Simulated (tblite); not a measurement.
# C3H11ClSi3: the cost of one run

Programs: tblite 0.8.0 and PySCF 2.14.0, with density-fitted response routines of our own. Each step states its level of theory. These are calculated values for one molecule in the gas phase, unless marked as measured. Atoms count from 0, in the outputs and in this text.

## 1. The starting structure

18 atoms, charge 0, multiplicity 1; geometry from: force field or distance geometry start.

Bonds of the start (Å): Si0–C1 1.82, C1–C2 1.35, C2–Cl3 1.77, C2–Si4 1.88, Si4–C5 1.85, C5–Si6 1.85, Si0–H7 1.48, Si0–H8 1.48, Si0–H9 1.49, C1–H10 1.09, Si4–H11 1.49, Si4–H12 1.49, C5–H13 1.10, C5–H14 1.09, Si6–H15 1.47, Si6–H16 1.48, Si6–H17 1.49.

## 2. Geometry optimisation with GFN2-xTB

What the job is given:

```
{"job": {"kind": "relax", "xc": "GFN2-xTB", "basis": "xTB"}, "charge": 0, "multiplicity": 1}
Si    -3.231500     0.149200     1.123500
C     -1.477500    -0.313500     0.992300
C     -0.764900    -0.803200    -0.041500
Cl    -1.536800    -1.066500    -1.613400
Si     1.068800    -1.201200     0.116600
C      2.102800    -0.286500    -1.120900
Si     2.084600     1.494800    -0.639900
H     -4.102700    -1.018900     0.876000
H     -3.552300     1.234200     0.165200
H     -3.510300     0.645500     2.502300
H     -0.978400    -0.160600     1.953200
H      1.237400    -2.660800    -0.112000
H      1.515700    -0.936400     1.512600
H      3.137300    -0.670200    -1.108600
H      1.722800    -0.415700    -2.132600
H      2.922100     2.272200    -1.566100
H      0.713900     2.061200    -0.677700
H      2.640400     1.682600     0.726000
```

On the command line:

```bash
$ OMP_NUM_THREADS=1 python probes_run.py task.json out
```

The driver reads the jobs from task.json and runs them one after another.

Q: Estimate the wall time and peak memory of this first job on 1 thread of Arm Neoverse N1, shared host.

About 1.6 s, with a peak of 0.18 GiB.
